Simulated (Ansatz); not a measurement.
Runs of Ansatz 0.2.0 on GaGe3. Symmetry: Fm-3m, No. 225, cubic system. Conventional cell: a = 6.774 Å, b = 6.774 Å, c = 6.774 Å, α = 90.00°, β = 90.00°, γ = 90.00°. Ge (site symmetry m-3m) is surrounded by 8 Ge at 2.93 Å. Around Ge (site symmetry -43m) lie 4 Ge at 2.93 Å and 4 Ga at 2.93 Å. Ga (site symmetry m-3m) is surrounded by 8 Ge at 2.93 Å. The cell comes from a database or a generator and needn't be the stable form of this composition.

| task | level | spin | k mesh | points for each segment of the path | share of exact exchange | mesh quality | gap on the mesh (eV) | pressure (GPa) |
| --- | --- | --- | --- | --- | --- | --- | --- | --- |
| band structure | PBEsol | off | 7 × 7 × 7 | 14 | - | not flagged | none | -3.9 |
| single point | PBE0 form with a typed share of exact exchange | off | 4 × 4 × 4 | - | 0.5 | coarse | - | -3.0 |
| single point | PBE0 form with a typed share of exact exchange | off | 4 × 4 × 4 | - | 0 | coarse | none | 0.3 |
| single point | PBE0 | off | 4 × 4 × 4 | - | 0.25 | coarse | none | (a) |
| band structure | PBEsol | SOC, no magnetisation | 7 × 7 × 7 | 14 | - | not flagged | none | -3.9 |
| single point | PBE0 form with a typed share of exact exchange | off | 4 × 4 × 4 | - | 0.35 | coarse | - | -2.0 |

Alike in all rows: potentials or basis Ansatz PAW; cell as given; cutoff (eV) 420; smearing fermi-dirac 0.05 eV.

Task: Estimate the missing entries.

Result: (a) -1.4.

Caveats: some runs use coarse meshes; the PAW data sets come from PBE, with cores solved anew for the run's functional, which leaves a small shift of forces and pressure (some runs); the thresholds are loose for stress (some runs); the PAW data sets were made with another functional, which shifts forces and pressure a little (some runs).

A k mesh can miss the band edges, and rows without SOC leave out spin-orbit coupling on Ga, Ge.

A gap of «none» marks a metal or a gap under the smearing width.
